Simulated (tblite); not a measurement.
Settings test, tblite on NaTlS₂

Simulated with tblite 0.8.0. This is a test of settings. The cell was built from a prototype and was relaxed with r2SCAN in plane waves (Ansatz 0.2.0). It may be hypothetical. All runs are without spin polarisation.

The symmetry is P-4m2 (No. 115, tetragonal); conventional cell a = 4.104 Å, c = 6.639 Å, 27.96 Å³ an atom. Na is surrounded by 4 S at 2.73 Å; S is surrounded by 2 Tl at 2.55 Å and 2 Na at 2.73 Å; Tl is surrounded by 4 S at 2.55 Å.

The base run uses GFN2-xTB on a cluster of 32 atoms.

```python
import json
from ase import Atoms
from ase.build import make_supercell
from ase.units import Bohr, GPa, Hartree
from tblite.interface import Calculator

atoms = Atoms(['Na', 'S', 'Tl', 'S'],
              cell=[[4.10449018, 0.0, 0.0], [0.0, 4.10449018, 0.0], [0.0, 0.0, 6.63893525]],
              scaled_positions=[[0.0, 0.0, 0.0], [0.0, 0.5, 0.270866924], [0.5, 0.5, 0.5], [0.5, 0.0, 0.729133076]],
              pbc=True)
cluster = make_supercell(atoms, [[2, 0, 0], [0, 2, 0], [0, 0, 2]])
calc = Calculator('GFN2-xTB', cluster.numbers, cluster.positions / Bohr, lattice=cluster.cell[:] / Bohr, periodic=cluster.pbc)
calc.set('temperature', 0.02 / Hartree)
calc.set('max-iter', 150)
res = calc.singlepoint()
levels = res.get('orbital-energies') * Hartree
nv = round(res.get('orbital-occupations').sum() / 2)
cells = len(cluster) // len(atoms)
out = {'energy_per_cell': res.get('energy') * Hartree / cells, 'homo': levels[nv - 1], 'lumo': levels[nv],
       'stress': (-res.get('virial') * Hartree / cluster.get_volume() / GPa).tolist(), 'charges': res.get('charges')[:len(atoms)].tolist(), 'electrons': 2 * nv / cells}
json.dump(out, open('results.json', 'w'))
for key, value in out.items():
    print(key, value)
```

Command: `python run.py`. It took 2.1 s on 1 thread of Arm Neoverse V2, with other jobs on the host, peak memory 0.096 GiB.

It converged with a gap of 0.04 eV and a pressure of 0.91 GPa (positive in compression). xTB was fitted to molecules, so gaps, charges and pressures of solids can be far off.

Each further run moved one setting: accuracy (scale of the thresholds); method (Hamiltonian); mixer-damping (damping of the charge mixer); charge (charge of the whole cluster); cluster (size of the cluster in conventional cells). Changes are from the base run, which isn't itself converged in every setting; energies of another Hamiltonian, functional, basis or charge aren't compared, and those at a high electronic temperature are mostly its entropy term.

```tsv
setting	how it ended	gap change (eV)	energy change (meV/atom)	pressure change (GPa)	time (s)
accuracy = 0.01	converged	0.00	0.0	0.00	2.3
method = IPEA1-xTB	converged	-0.04	–	1.52	1.4
mixer-damping = 0.7	converged	0.00	0.0	0.00	2.1
charge = 2.0 (poor on purpose)	converged	–	–	–	2.2
cluster = 1x1x1 (poor on purpose)	converged	-0.01	1047.9	9.94	0.72
cluster = 3x3x3	converged	0.02	-129.6	-1.48	9.4
```

accuracy = 0.01 changes nothing that matters here. mixer-damping = 0.7 changes nothing that matters here.

Spin-orbit coupling is left out; in compounds of Pb, Bi, Tl or Hg it can lower a gap by up to about 1 eV, split its edges or invert the bands.
